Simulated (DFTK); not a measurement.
## HPbNO4 in DFTK: the effect of pseudo set

Crystal: HPbNO4.

```
H Pb N O
1.0
     3.85404    0.14384    0.09012
    -0.25320    5.52698    0.16471
    -0.48197   -1.92720    5.72025
H Pb N O
1 1 1 4
Direct
  0.10913 0.65718 0.54463
  0.61029 0.52127 0.15100
  0.91580 0.96263 0.95867
  0.01384 0.13639 0.88084
  0.72398 0.01057 0.12858
  0.00389 0.73732 0.87043
  0.11927 0.59324 0.37651
```

The cell was built by a generator and needn't be a form met in nature.

Alike in all runs:

```yaml
Program: DFTK 0.8.2
Task: band structure
Functional: PBE
k_mesh: 5 × 3 × 3
Occupations: fermi-dirac, width 0.05 eV
Spin: no spin polarisation
```

```csv
pseudo set,cutoff,pressure (GPa),largest force (eV/Å)
dojo.nc.sr.pbe.v0_4_1.standard.upf (PBE),1143 eV,0.0,0.21
SG15 1.2 (PBE),1225 eV,0.1,0.11
SPMS 1.0 (PBE),1225 eV,?,?
"in-house norm-conserving set (PBE, scalar relativistic)",1252 eV,0.0,0.04
```

What does the run with pseudo set SPMS 1.0 (PBE) give?

Pressure -0.1 GPa; largest force 0.17 eV/Å.

Caveats: the real-space grid adds noise to forces (some runs).
